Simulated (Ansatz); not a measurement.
# C2H9NOSi2: one species, many methods

Aim: compute C2H9NOSi2 with functionals from several rungs and with coupled cluster, and see how far each lands from CCSD(T) at the basis-set limit for the atomisation energy.

The runs use Ansatz 0.2.0, Gaussian basis; functionals in def2-TZVPP, the program's frozen cores in correlated methods.

The runs, in order: LDA (SPW92), PBE-D4, revPBE-D4, BLYP-D4, r2SCAN-D4, B97M-V, PBE0-D4, B3LYP-D4, r2SCANh-D4, r2SCAN0-D4, HSE06-D4, BHLYP-D4, CAM-B3LYP-D4, LC-ωPBE, ωB97X-V, ωB97M-V, B2PLYP, PBE-QIDH; CCSD(T)/def2-SVP; CCSD(T)/def2-TZVPP; MP2/def2-QZVPP; extrapolation to the limit; RPA on PBE.

## 1. The geometry

An earlier PBE0-D4 in a triple-zeta def2 set relaxation fixed the geometry.

SMILES `C=C[SiH2]N[SiH2]O`, 15 atoms, charge 0, spin multiplicity 1.

Atoms are counted from 1 here; the program's logs count them from 0.

Bond lengths: C1–C2 1.331 Å, C1–H7 1.087 Å, C1–H8 1.087 Å, C2–Si3 1.862 Å, C2–H9 1.090 Å, Si3–N4 1.727 Å, Si3–H10 1.487 Å, Si3–H11 1.488 Å, N4–Si5 1.719 Å, N4–H12 1.011 Å, Si5–O6 1.649 Å, Si5–H13 1.479 Å, Si5–H14 1.485 Å, O6–H15 0.959 Å. Angles: C2–C1–H7 121.4°, C2–C1–H8 122.4°, H7–C1–H8 116.3°, C1–C2–Si3 123.1°, C1–C2–H9 118.1°, Si3–C2–H9 118.8°, C2–Si3–N4 112.1°, C2–Si3–H10 109.0°, C2–Si3–H11 109.1°, N4–Si3–H10 108.0°, N4–Si3–H11 109.5°, H10–Si3–H11 109.1°, Si3–N4–Si5 127.5°, Si3–N4–H12 115.6°, Si5–N4–H12 115.8°, N4–Si5–O6 115.1°, N4–Si5–H13 109.4°, N4–Si5–H14 105.8° and more.

## 2. LDA

This LDA is Slater exchange with PW92 correlation.

File in.yaml:

```yaml
crystal:
  periodic: [false, false, false]
  atoms:
    - {symbol: C, position_ang: [1.383623, -0.519626, -1.591952]}
    - {symbol: C, position_ang: [0.168406, -1.055286, -1.677302]}
    - {symbol: Si, position_ang: [-1.289913, -0.425781, -0.704744]}
    - {symbol: N, position_ang: [-0.864681, 0.896185, 0.322629]}
    - {symbol: Si, position_ang: [-0.213217, 0.820459, 1.911908]}
    - {symbol: O, position_ang: [1.433134, 0.791692, 1.991238]}
    - {symbol: H, position_ang: [1.583864, 0.329509, -0.943070]}
    - {symbol: H, position_ang: [2.226196, -0.894863, -2.166421]}
    - {symbol: H, position_ang: [0.026059, -1.900442, -2.351060]}
    - {symbol: H, position_ang: [-1.811570, -1.523683, 0.151700]}
    - {symbol: H, position_ang: [-2.357017, 0.001872, -1.650272]}
    - {symbol: H, position_ang: [-0.830175, 1.802415, -0.124405]}
    - {symbol: H, position_ang: [-0.579676, 2.047941, 2.651751]}
    - {symbol: H, position_ang: [-0.770457, -0.415668, 2.517858]}
    - {symbol: H, position_ang: [1.873422, -0.005322, 1.691641]}
basis:
  gaussian: {orbitals: def2-TZVPP}
hamiltonian: {xc: lda}
output: {orbitals: {seedname: orbitals}}
```

Launch:

```sh
$ ansatz run in.yaml --threads 2 --pin off --events-out ev --progress --plain --max-ram 32768MiB --backend cuda --devices 0, --max-vram 18GiB
```

Further steps of the session: PBE-D4 (GGA); revPBE-D4 (GGA); BLYP-D4 (GGA); r2SCAN-D4 (meta-GGA); B97M-V (meta-GGA); B3LYP-D4 (hybrid); r2SCANh-D4 (hybrid); r2SCAN0-D4 (hybrid); HSE06-D4 (hybrid); BHLYP-D4 (hybrid); CAM-B3LYP-D4 (range-separated); LC-ωPBE (range-separated); ωB97X-V (range-separated); ωB97M-V (range-separated); B2PLYP (double hybrid); PBE-QIDH (double hybrid); CCSD(T) in def2-SVP; CCSD(T) in def2-TZVPP; MP2 in def2-QZVPP; RPA on PBE orbitals.

**Question.** What will the summary of the whole plan be? Wanted: atomisation energy, CCSD(T)/CBS; farthest beyond LDA; mean size of error, GGA; mean size of error, meta-GGA; mean size of error, hybrid; mean size of error, range-separated; mean size of error, double hybrid; gap, smallest and largest; T1 diagnostic.

**Answer**, as computed:

| quantity | value |
| --- | --- |
| atomisation energy, CCSD(T)/CBS | 5601.7 kJ/mol |
| functionals within 28.0 kJ/mol (0.5 %) | BLYP-D4, r2SCAN-D4, B97M-V, B3LYP-D4, CAM-B3LYP-D4, ωB97X-V, ωB97M-V |
| farthest beyond LDA | BHLYP-D4 (-141.7 kJ/mol) |
| mean size of error, GGA | 48.9 kJ/mol |
| mean size of error, meta-GGA | 14.1 kJ/mol |
| mean size of error, hybrid | 62.5 kJ/mol |
| mean size of error, range-separated | 23.9 kJ/mol |
| mean size of error, double hybrid | 72.0 kJ/mol |
| gap, smallest and largest | 4.82 eV (LDA (SPW92)), 12.33 eV (LC-ωPBE) |
| T1 diagnostic | 0.0116 |
| triples share of the correlation energy | 3.8 % |

**Reading.** LDA overbinds by 706.0 kJ/mol (13 %). PBE-D4 misses by +37.4 kJ/mol. Double hybrids carry the basis error of their MP2 part in triple zeta, and no dispersion term here, so their miss is partly the set-up's. The rungs meta-GGA, range-separated miss on average by less than the doubt on the reference (28.0 kJ/mol), so they tie. Misses under about 28.0 kJ/mol are within the doubt on the reference itself, which lacks core-valence correlation, relativity and higher excitations. Hartree-Fock recovers 73 % of the binding; the rest is correlation. CCSD(T) in def2-SVP is off by -385.2 kJ/mol, so the small basis spoils what the method gains. The gap grows from 4.8 to 12.3 eV across the functionals, mostly with the share of exact exchange.
